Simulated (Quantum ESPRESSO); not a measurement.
A run of Quantum ESPRESSO 7.5 is set up as follows.

The input pw.in:

```
&CONTROL
  calculation = 'scf'
  prefix = 'pwscf'
  outdir = './tmp'
  pseudo_dir = './pseudo'
  tprnfor = .true.
  tstress = .true.
  disk_io = 'nowf'
/
&SYSTEM
  ibrav = 0
  nat = 2
  ntyp = 1
  ecutwfc = 78
  nbnd = 21
  occupations = 'smearing'
  smearing = 'gaussian'
  degauss = 0.00073499
/
&ELECTRONS
  conv_thr = 4d-10
  electron_maxstep = 120
  mixing_beta = 0.5
/
ATOMIC_SPECIES
Ge    72.6300 Ge.upf
CELL_PARAMETERS angstrom
   0.0000000000    2.8116000000    2.8774880000
   2.8116000000    0.0000000000    2.8774880000
   2.8116000000    2.8116000000    0.0000000000
ATOMIC_POSITIONS crystal
Ge     0.0000000000    0.0000000000    0.0000000000
Ge     0.2500000000    0.2500000000    0.2500000000
K_POINTS automatic
10 10 10 0 0 0
```

Potentials or basis: PseudoDojo 0.4.1 SR PBEsol standard.

Command:

```sh
$ OMP_NUM_THREADS=1 pw.x -in pw.in > pw.out
```

(1) What does it give for the band gap on the k mesh?

(2) Estimate the pressure.

Answers

(1) none (metal or under the smearing width).

(2) 0.3 GPa.
